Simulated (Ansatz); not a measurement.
# Al2GaAs3: the cost of one run

Program: Ansatz 0.2.0. Level of theory: DFT PBE, scalar-relativistic, plane waves, PAW. These are calculated values, not measurements.

1 further run of the same task is left out (it didn't finish).

### Step 1. The structure to begin with

Symmetry: P3m1, No. 156, trigonal system. The conventional cell has a = 3.854 Å, b = 3.854 Å, c = 9.439 Å, α = 90.00°, β = 90.00°, γ = 120.00°. Al (site symmetry 3m) is surrounded by 4 As at 2.36 Å. Around Ga (site symmetry 3m) lie 4 As at 2.36 Å. As (site symmetry 3m) has 3 Ga at 2.36 Å and 1 Al at 2.36 Å as nearest neighbours. Around As (site symmetry 3m) lie 3 Al at 2.36 Å and 1 Ga at 2.36 Å. As (site symmetry 3m) has 4 Al at 2.36 Å as nearest neighbours.

Coordinates:

```
CELL_PARAMETERS angstrom
3.85363 0.00000 0.00000
-1.92681 3.33734 0.00000
0.00000 0.00000 9.43942
ATOMIC_POSITIONS crystal
Al 0.00000 0.00000 0.00000
Al 0.66667 0.33333 0.33333
Ga 0.33333 0.66667 0.66667
As 0.00000 0.00000 0.75000
As 0.33333 0.66667 0.41667
As 0.66667 0.33333 0.08333
```

The start is an ordering of an alloy on its end members' structure types: elements ordered on the sites of the GaAs type, Al/Ga on Ga (P3m1, No. 156).

### Step 2. Probe: one point on a coarse mesh

The input, input.yaml:

```yaml
crystal:
  lattice:
    - [3.85362686, 0.0, 0.0]
    - [-1.92681343, 3.33733876, 0.0]
    - [0.0, 0.0, 9.43941948]
  atoms:
    - { symbol: Al, position: [0.0, 0.0, 0.0] }
    - { symbol: Al, position: [0.66666667, 0.33333333, 0.33333333] }
    - { symbol: Ga, position: [0.33333333, 0.66666667, 0.66666667] }
    - { symbol: As, position: [0.0, 0.0, 0.75] }
    - { symbol: As, position: [0.33333333, 0.66666667, 0.41666667] }
    - { symbol: As, position: [0.66666667, 0.33333333, 0.08333333] }
basis:
  ecutwfc: 420
kpoints:
  mp_grid: { grid: [6, 6, 2] }
hamiltonian:
  xc: pbe
scf:
  occupations: { method: gaussian, width: 0.1 }
  lower_state_search: "off"
output:
  forces: true
  stress: true
  eigenvalues: true
```

Launch:

```bash
$ ansatz run input.yaml --threads 1 --pin off --max-ram 2560MiB --backend cpu --events-out ev --progress --plain --runs-dir out
```

What time and memory should one allow on 1 thread of Arm Neoverse V1, shared host?

About 5.7 s, with a peak of 0.35 GiB.
